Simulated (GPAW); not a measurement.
MnS:

```
Mn S
1.0
     0.00000    2.60450    2.60450
     2.60450    0.00000    2.60450
     2.60450    2.60450    0.00000
Mn S
1 1
Direct
  0.00000 0.00000 0.00000
  0.50000 0.50000 0.50000
```

| Property | Result |
| --- | --- |
| Program | GPAW 26.7.0 |
| Task | relaxation of cell and atoms |
| Functional | PBEsol |
| Potentials or basis | PAW data sets generated in the run's folder for this functional |
| Cutoff | 600 eV |
| Basis | pw |
| k mesh | 9 × 9 × 9 |
| Occupations | fermi-dirac, width 0.05 eV |
| Spin | collinear spin, ferromagnetic start |
| Starting moments | [4.0, 0.0] μB |

At the start: pressure -7.2 GPa; volume 17.67 Å³/atom.

Q: Where does the relaxation end?

A: Over 5 steps the energy falls by 66.7 meV/atom and the volume is 14.98 Å³/atom (-15.2 %); space group Fm-3m (No. 225, to 0.05 Å); moment 3.98 μB per cell.

Step by step:
```csv
step,energy change (eV),largest force (eV/Å),pressure (GPa),volume (Å³)
1,0.0000,0.0000,-7.20,35.33
2,-0.0248,0.0000,-6.48,34.74
3,-0.1295,0.0000,-1.57,30.50
4,-0.1315,0.0000,1.57,29.45
5,-0.1334,0.0000,-0.21,29.96
```

Final structure:
```yaml
crystal:
  lattice:
    - [0.00000, 2.46519, 2.46519]
    - [2.46519, 0.00000, 2.46519]
    - [2.46519, 2.46519, 0.00000]
  atoms:
    - { symbol: Mn, position: [0.00000, 0.00000, 0.00000] }
    - { symbol: S, position: [0.50000, 0.50000, 0.50000] }
```

Caveat: each step starts from the last one's moments, so a moment once lost doesn't come back; later steps reuse the first step's grids; the volume moved by over 15 % at a fixed basis, so the end points are rough; a cell with one magnetic atom can't hold antiferromagnetic order, which such compounds often take.
